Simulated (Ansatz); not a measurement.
Geometry optimisation, DFT PBE, scalar-relativistic, plane waves, PAW (Ansatz).

The input (input.yaml):

```yaml
crystal:
  lattice:
    - [0.0, 5.43, 5.43]
    - [5.43, 0.0, 5.43]
    - [5.43, 5.43, 0.0]
  atoms:
    - { symbol: Si, position: [0.0, 0.0, 0.0] }
    - { symbol: Si, position: [0.125, 0.125, 0.125] }
    - { symbol: Si, position: [0.0, 0.0, 0.5] }
    - { symbol: Si, position: [0.125, 0.125, 0.625] }
    - { symbol: Si, position: [0.0, 0.5, 0.0] }
    - { symbol: Si, position: [0.125, 0.625, 0.125] }
    - { symbol: Si, position: [0.0, 0.5, 0.5] }
    - { symbol: Si, position: [0.125, 0.625, 0.625] }
    - { symbol: Si, position: [0.5, 0.0, 0.0] }
    - { symbol: Si, position: [0.625, 0.125, 0.125] }
    - { symbol: Si, position: [0.5, 0.0, 0.5] }
    - { symbol: Si, position: [0.625, 0.125, 0.625] }
    - { symbol: Si, position: [0.5, 0.5, 0.0] }
    - { symbol: Si, position: [0.625, 0.625, 0.125] }
    - { symbol: Si, position: [0.5, 0.5, 0.5] }
    - { symbol: Si, position: [0.625, 0.625, 0.625] }
    - { symbol: Fe, position: [0.37859573, 0.8849852, 0.37115114], spin: 2.5 }
magnetization:
  spin_polarized: true
basis:
  ecutwfc: 420.0
kpoints:
  mp_grid: { grid: [2, 2, 2] }
hamiltonian:
  xc: pbe
  pseudopotentials: { kind: paw, azcp: { folder: soft_1 } }
scf:
  occupations: { method: fermi_dirac, width: 0.02 }
  lower_state_search: "off"
relax:
  f_tol: 0.03
  max_steps: 60
  adjacent_minimum: "off"
output:
  write_density: true
  write_potential: true
  elf: true
  volumetric_format: npy
```

Run as:

```bash
$ ansatz run input.yaml --threads 2 --pin off --max-ram 5120MiB --backend cpu --events-out ev --progress --plain --runs-dir out
```

Problem. Where does it end, and by what steps?

Solution. The run converged. The force dipped under the threshold on the way, but the program's further checks kept it going. Limits of this set-up: coarse k mesh, a small cell, in which the defect meets its images. After 10 steps the energy has fallen by 0.047 eV; Si11 moved furthest, 0.10 Å.

| step | energy less start (eV) | largest force component (eV/Å) | accepted |
| --- | --- | --- | --- |
| 0 | 0.0000 | 0.427 | yes |
| 1 | -0.0325 | 0.252 | yes |
| 2 | -0.0418 | 0.090 | yes |
| 3 | -0.0429 | 0.068 | yes |
| 4 | -0.0454 | 0.025 | yes |
| 5 | -0.0458 | 0.019 | yes |
| 6 | -0.0277 | 0.179 | no |
| 7 | -0.0466 | 0.020 | yes |
| 8 | -0.0364 | 0.122 | no |
| 9 | -0.0471 | 0.017 | yes |
| 10 | -0.0469 | 0.027 | yes |

```xyz
17
Lattice="0.0000 5.4300 5.4300 5.4300 0.0000 5.4300 5.4300 5.4300 0.0000" Properties=species:S:1:pos:R:3
Si -0.024 -0.019 -0.019
Si 1.348 1.323 1.348
Si 2.692 2.706 -0.003
Si 4.063 4.093 1.386
Si 2.712 -0.006 2.718
Si 4.063 1.345 4.070
Si 5.405 2.687 2.705
Si 6.774 4.058 4.045
Si 0.000 2.712 2.691
Si 1.384 4.096 4.067
Si 2.773 5.485 2.777
Si 4.131 6.846 4.126
Si 2.699 2.688 5.411
Si 4.041 4.061 6.776
Si 5.422 5.406 5.425
Si 6.810 6.775 6.816
Fe 6.828 4.114 6.823
```

Whether the end is a true minimum wasn't checked by a vibrational analysis.

The run took 110 s on 2 threads of Arm Neoverse V2, with other jobs on the host, peak memory 0.75 GiB.
